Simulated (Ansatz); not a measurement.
Run this with the Ansatz DFT code, driven from Python and show what comes out.

`ch2bfo_methods.py`
```python
import ansatz as az

GEOMETRY = """
F    -0.82840   -1.96980    0.68690
B    -0.32570   -0.86120   -0.12600
C     0.32450    0.55480   -0.00940
O    -0.48330    0.35500   -0.99270
H     1.39360    0.62660   -0.40600
H    -0.03870    1.23050    0.80110
"""

ch2bfo = az.Crystal.molecule()
for line in GEOMETRY.strip().splitlines():
    symbol, *xyz = line.split()
    ch2bfo = ch2bfo.atom(symbol, [float(v) for v in xyz])

job = ch2bfo.calculation().basis(gaussian="def2-SVP")

methods = ["mp2", "ccsd", "ccsd_t"]
batch = az.Session.batch([job.correlation(m).input() for m in methods])
reports = sorted(batch.plan().execute().molecular_reports, key=lambda each: each["member"])
print(f"Hartree-Fock reference {reports[0]['reference_energy_ev'] / 27.211386246:.6f} Ha")
best = reports[-1]["free_energy_ev"] - reports[-1]["reference_energy_ev"]
for method, each in zip(methods, reports):
    gained = each["free_energy_ev"] - each["reference_energy_ev"]
    print(f"{method:8s} total {each['free_energy_ev'] / 27.211386246:.6f} Ha  correlation {gained:9.4f} eV  ({100 * gained / best:.1f} % of the last)")
```

```console
$ python ch2bfo_methods.py
Hartree-Fock reference -237.774530 Ha
mp2      total -238.362297 Ha  correlation  -15.9939 eV  (94.1 % of the last)
ccsd     total -238.381913 Ha  correlation  -16.5277 eV  (97.3 % of the last)
ccsd_t   total -238.398837 Ha  correlation  -16.9883 eV  (100.0 % of the last)
```

These settings explore the input space; basis and method may be short of convergence. The geometry is a force-field or estimated start, not a minimum of this method, and the basis set is short of its limit. A lower total doesn't mark the better method: functionals have no common bound, and MP2 and coupled cluster aren't variational. Inner cores stay frozen, so this is valence correlation.
